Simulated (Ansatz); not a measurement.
# BBrH2IN: the cost of one run

Method: RKS B3LYP-D4/def2-SVP, in Ansatz 0.2.0.

## 1. The starting structure

Bond lengths: N1–B2 1.486 Å, B2–Br3 1.971 Å, B2–I4 2.133 Å, N1–H5 1.077 Å, N1–H6 1.088 Å. Angles: N1–B2–Br3 118.1°, N1–B2–I4 122.9°, Br3–B2–I4 119.0°, B2–N1–H5 106.6°, B2–N1–H6 108.2°, H5–N1–H6 100.6°.

Structure file:

```xyz
6

N     0.3347    0.9188    0.1946
B     0.1248   -0.5429    0.0250
Br    1.5675   -1.7604    0.5927
I    -1.6411   -1.3668   -0.8422
H    -0.5104    1.2877    0.7511
H     0.1666    1.3996   -0.7673
```

## 2. Relaxing end A

Contents of input.yaml:

```yaml
crystal:
  periodic: [false, false, false]
  atoms:
    - { symbol: "N", position_ang: [0.3347, 0.9188, 0.1946] }
    - { symbol: B, position_ang: [0.1248, -0.5429, 0.025] }
    - { symbol: Br, position_ang: [1.5675, -1.7604, 0.5927] }
    - { symbol: I, position_ang: [-1.6411, -1.3668, -0.8422] }
    - { symbol: H, position_ang: [-0.5104, 1.2877, 0.7511] }
    - { symbol: H, position_ang: [0.1666, 1.3996, -0.7673] }
basis:
  gaussian: { orbitals: def2-SVP }
hamiltonian:
  xc: b3lyp
  dispersion: d4
relax:
  f_tol: 0.02
  max_steps: 50
output:
  orbitals: {}
```

Command:

```
$ ansatz run input.yaml --threads 2 --pin off --max-ram 3072MiB --backend cpu --events-out ev --progress --plain --runs-dir out
```

What time and memory should one allow on 2 threads of Arm Neoverse V1, shared host?

About 44 s, with a peak of 0.24 GiB.
